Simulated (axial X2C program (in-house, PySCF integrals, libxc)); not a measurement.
**A two-component session on SnN⁻: properties at the nuclei**

Wanted for SnN⁻: properties at the nuclei, at the two-component level.

Method: two-component X2C with atomic mean-field terms, Sn dyall-acv3z, N dyall-av3z; program: an in-house X2C program for linear molecules on PySCF integrals.

All values are calculated.

### Step 1. The job

Contents of task.json:

```json
{"zs": [50, 7], "q": -1, "bas": ["dyall-acv3z", "dyall-av3z"], "r0": 1.9, "levels": ["PBE0", "HF", "TPSSh", "PBE50", "BHandHLYP"], "nst": 3}
```

Keys: zs atomic numbers; q charge; bas basis sets; r0 starting distance in Å; levels methods (HF also brings MP2); nst determinants followed.

Run with:

```
$ python soeom.py task.json out
```

Nuclei are Gaussian, cores are contracted, and the Gaunt term is on.

### Step 2. Expectation values, lowest determinant

R = 1.875 Å. State: Ω = 0 (closed shell).

Output of the PBE0 run:

```text
two-component X2C + atomic mean field  PBE0
basis functions 202  fitting functions 1018  grid points 5079
iter        total energy     max residual
   1      -6225.292007880     4.42e+00
   2      -6228.259035899     9.13e-02
   3      -6225.147984752     3.62e-01
   4      -6228.277527768     9.35e-02
   5      -6228.361161073     1.76e-02
   6      -6228.366871947     5.43e-03
   7      -6228.366915081     6.54e-03
   8      -6228.367320223     6.49e-04
   9      -6228.367324649     3.68e-04
  10      -6228.367325738     1.22e-04
  11      -6228.367325860     4.39e-05
  12      -6228.367325878     4.90e-06
  13      -6228.367325880     3.49e-06
converged
one-electron -8769.49730590  Coulomb 2619.08242412  exact exchange -42.61742071  xc functional -130.59295180  nuclear repulsion 98.77974604  atomic mean-field constant -3.52181764
```

The highest occupied spinor is 58% N p, 27% Sn p, 8% Sn s.

| level | qzz Sn (a.u.) | qzz N (a.u.) |
| --- | --- | --- |
| PBE0 | -5.74 | -0.70 |
| HF | -6.06 | -1.06 |
| TPSSh | -5.43 | -0.70 |
| PBE50 | -6.19 | -0.78 |
| BHandHLYP | -6.02 | -0.84 |

Eeff is the effective electric field on the electron dipole moment in this Ω state and Ws the scalar–pseudoscalar constant (defined with the proton number Z and per Ω); A∥ is the parallel hyperfine constant, which follows by multiplying with the nuclear g factor gI = μI/(I μN); qzz is the electric field gradient, eQq0 = 234.96 MHz × Q/barn × qzz. The operators were transformed with the bare-nucleus X2C matrices.

### Step 3. Expectation values, a higher determinant

R = 1.875 Å. State: Ω = 1 (excess of +ω over −ω: ω = -1/2, ω = 3/2), 1.60 eV above the lowest in the PBE0 search for states (made at or near this distance, with looser thresholds).

Output of the PBE0 run:

```text
two-component X2C + atomic mean field  PBE0
basis functions 202  fitting functions 1018  grid points 5079
iter        total energy     max residual
   1      -6225.204351232     4.44e+00
   2      -6228.242325558     5.62e-02
   3      -6227.742639921     2.32e-01
   4      -6228.284984283     4.55e-02
   5      -6228.304538871     4.74e-03
   6      -6228.304822080     3.87e-03
   7      -6228.304974149     9.65e-04
   8      -6228.304989009     3.19e-04
   9      -6228.304992485     2.62e-04
  10      -6228.304994834     9.40e-05
  11      -6228.304995323     3.39e-05
  12      -6228.304995348     5.53e-06
  13      -6228.304995350     1.36e-06
converged
one-electron -8768.04235501  Coulomb 2617.71697054  exact exchange -42.63856300  xc functional -130.59897629  nuclear repulsion 98.77974604  atomic mean-field constant -3.52181764
```

The highest occupied spinor is 67% Sn p, 14% N p, 10% Sn d.

| level | Eeff magnitude (GV/cm) | Ws magnitude Sn (kHz) | A∥/gI Sn (MHz) | qzz Sn (a.u.) | A∥/gI N (MHz) | qzz N (a.u.) |
| --- | --- | --- | --- | --- | --- | --- |
| PBE0 | 0.0104 | 0.0392 | -385 | -5.73 | 30.8 | -0.78 |
| HF | 0.528 | 0.23 | -227 | -5.33 | 23.2 | -1.01 |
| TPSSh | 0.086 | 0.0828 | -337 | -5.34 | 21.6 | -0.83 |
| PBE50 | 0.0441 | 0.0327 | -411 | -5.85 | 26.8 | -0.78 |
| BHandHLYP | 0.311 | 0.125 | -329 | -5.74 | 36.9 | -0.83 |

### Step 4. Expectation values, a higher determinant

R = 1.875 Å. State: Ω = 1 (excess of +ω over −ω: 2 × ω = 1/2), 1.71 eV above the lowest in the PBE0 search for states (made at or near this distance, with looser thresholds).

Output of the PBE0 run:

```text
two-component X2C + atomic mean field  PBE0
basis functions 202  fitting functions 1018  grid points 5079
iter        total energy     max residual
   1      -6225.201126003     4.45e+00
   2      -6228.237443452     5.67e-02
   3      -6227.651540609     2.48e-01
   4      -6228.280143883     4.53e-02
   5      -6228.300571281     5.31e-03
   6      -6228.300921567     4.11e-03
   7      -6228.301094526     9.64e-04
   8      -6228.301108077     2.58e-04
   9      -6228.301110711     2.36e-04
  10      -6228.301112762     9.64e-05
  11      -6228.301113333     3.85e-05
  12      -6228.301113370     7.27e-06
  13      -6228.301113372     1.36e-06
  14      -6228.301113372     3.02e-07
converged
one-electron -8767.97706111  Coulomb 2617.65203341  exact exchange -42.63732725  xc functional -130.59668683  nuclear repulsion 98.77974604  atomic mean-field constant -3.52181764
```

The highest occupied spinor is 66% Sn p, 15% N p, 11% Sn d.

| level | Eeff magnitude (GV/cm) | Ws magnitude Sn (kHz) | A∥/gI Sn (MHz) | qzz Sn (a.u.) | A∥/gI N (MHz) | qzz N (a.u.) |
| --- | --- | --- | --- | --- | --- | --- |
| PBE0 | 0.912 | 0.492 | 1010 | -5.96 | 249 | -0.69 |
| HF | 2.56 | 1.4 | 1260 | -5.82 | 69.7 | -0.96 |
| TPSSh | 0.683 | 0.357 | 1010 | -5.59 | 245 | -0.76 |
| PBE50 | 1.08 | 0.566 | 1090 | -6.22 | 219 | -0.69 |
| BHandHLYP | 1.55 | 0.843 | 1030 | -6.09 | 203 | -0.74 |

### Step 5. Outcome

```
                                        quantity                                            value
                              lowest determinant                             Ω = 0 (closed shell)
                             qzz Sn (a.u.), PBE0                                            -5.74
                              qzz N (a.u.), PBE0                                            -0.70
                              higher determinant  Ω = 1 (excess of +ω over −ω: ω = -1/2, ω = 3/2)
Eeff magnitude (GV/cm), PBE0, higher determinant                                           0.0104
 Ws magnitude Sn (kHz), PBE0, higher determinant                                           0.0392
        A∥/gI Sn (MHz), PBE0, higher determinant                                             -385
         qzz Sn (a.u.), PBE0, higher determinant                                            -5.73
                              higher determinant        Ω = 1 (excess of +ω over −ω: 2 × ω = 1/2)
Eeff magnitude (GV/cm), PBE0, higher determinant                                            0.912
 Ws magnitude Sn (kHz), PBE0, higher determinant                                            0.492
        A∥/gI Sn (MHz), PBE0, higher determinant                                             1010
         qzz Sn (a.u.), PBE0, higher determinant                                            -5.96
```

**Reading.** The expectation values come from single determinants, which for open shells can mix terms of unlike spin or miss the lowest Ω, so a determinant need not be a state. Eeff is the effective electric field on the electron dipole moment in this Ω state and Ws the scalar–pseudoscalar constant (defined with the proton number Z and per Ω); A∥ is the parallel hyperfine constant, which follows by multiplying with the nuclear g factor gI = μI/(I μN); qzz is the electric field gradient, eQq0 = 234.96 MHz × Q/barn × qzz. The operators were transformed with the bare-nucleus X2C matrices.
